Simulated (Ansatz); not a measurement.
**CrMo3: magnetic order and moments**

The task here is to estimate one member of a computed series from the others.

Program: Ansatz 0.2.0. Level of theory: DFT PBEsol, scalar-relativistic, plane waves, PAW. These are calculated values, not measurements.

## The structure to begin with

It takes space group Pm-3m (No. 221, cubic). The conventional cell has a = 3.887 Å, b = 3.887 Å, c = 3.887 Å, α = 90.00°, β = 90.00°, γ = 90.00°. Mo (site symmetry 4/mmm) has 8 Mo at 2.75 Å and 4 Cr at 2.75 Å as nearest neighbours. Around Cr (site symmetry m-3m) lie 12 Mo at 2.75 Å.

As a file:

```cif
data_structure
_symmetry_space_group_name_H-M 'P 1'
_symmetry_Int_Tables_number 1
_cell_length_a 3.8871
_cell_length_b 3.8871
_cell_length_c 3.8871
_cell_angle_alpha 90.000
_cell_angle_beta 90.000
_cell_angle_gamma 90.000
_cell_volume 58.73
loop_
_atom_site_label
_atom_site_type_symbol
_atom_site_fract_x
_atom_site_fract_y
_atom_site_fract_z
_atom_site_occupancy
Mo1 Mo 0.00000 0.50000 0.50000 1
Mo2 Mo 0.50000 0.00000 0.50000 1
Mo3 Mo 0.50000 0.50000 0.00000 1
Cr1 Cr 0.00000 0.00000 0.00000 1
```

This is a hypothetical structure, made by putting the elements on a prototype's sites.

The first run:

(A quick probe on a coarse mesh, which set the mesh and smearing, is not shown.)

The input, input.yaml:

```yaml
crystal:
  lattice:
    - [3.8871216628, 0.0, 0.0]
    - [0.0, 3.8871216628, 0.0]
    - [0.0, 0.0, 3.8871216628]
  atoms:
    - { symbol: Mo, position: [0.0, 0.5, 0.5] }
    - { symbol: Mo, position: [0.5, 0.0, 0.5] }
    - { symbol: Mo, position: [0.5, 0.5, 0.0] }
    - { symbol: Cr, position: [0.0, 0.0, 0.0], spin: 0.86 }
basis:
  ecutwfc: 420
kpoints:
  mp_grid: { grid: [12, 12, 12] }
hamiltonian:
  xc: pbesol
scf:
  occupations: { method: gaussian, width: 0.1 }
output:
  forces: true
  stress: true
  eigenvalues: true
  populations: true
  write_density: true
  write_potential: true
  elf: true
  volumetric_format: npy
magnetization:
  spin_polarized: true
relax:
  adjacent_minimum: "off"
  f_tol: 0.01
  max_steps: 80
  cell: { stress_tol: 0.05 }
```

Launch:

```bash
ansatz run input.yaml --threads 2 --pin off --max-ram 4096MiB --backend cpu --events-out ev --progress --plain --runs-dir out
```

Steps of the session up to this table: Full relaxation; Magnetic start: no spin polarisation; Start: large parallel starting moments; Magnetic start: antiferromagnetic, doubled cell, propagation vector (0, 0, 1/2); Start: antiferromagnetic, doubled cell, propagation vector (0, 1/2, 1/2); Start: antiferromagnetic, doubled cell, propagation vector (1/2, 1/2, 1/2).

One table of the session follows, with a row left open; its other results are not shown here.

It belongs to the step «Which state is lowest». 

```
                                                              start  energy above the lowest (meV/atom)  pressure (GPa)
    antiferromagnetic, doubled cell, propagation vector (0, 0, 1/2)                                0.00             0.8
  antiferromagnetic, doubled cell, propagation vector (0, 1/2, 1/2)                                   ?               ?
                                                            no spin                                1.55             0.0
                                    large parallel starting moments                                1.55             0.0
antiferromagnetic, doubled cell, propagation vector (1/2, 1/2, 1/2)                                1.55             0.0
```

Q: Estimate the row for antiferromagnetic, doubled cell, propagation vector (0, 1/2, 1/2) from the others.

The run gave: energy above the lowest (meV/atom): 1.41; pressure (GPa): 0.5. In the column «energy above the lowest (meV/atom)» it lies between antiferromagnetic, doubled cell, propagation vector (0, 0, 1/2) (0.00) and no spin (1.55).

Limits of these values: Only these starts were tried, so a lower state is not ruled out. Warnings in the runs' records: seeded moment not kept.
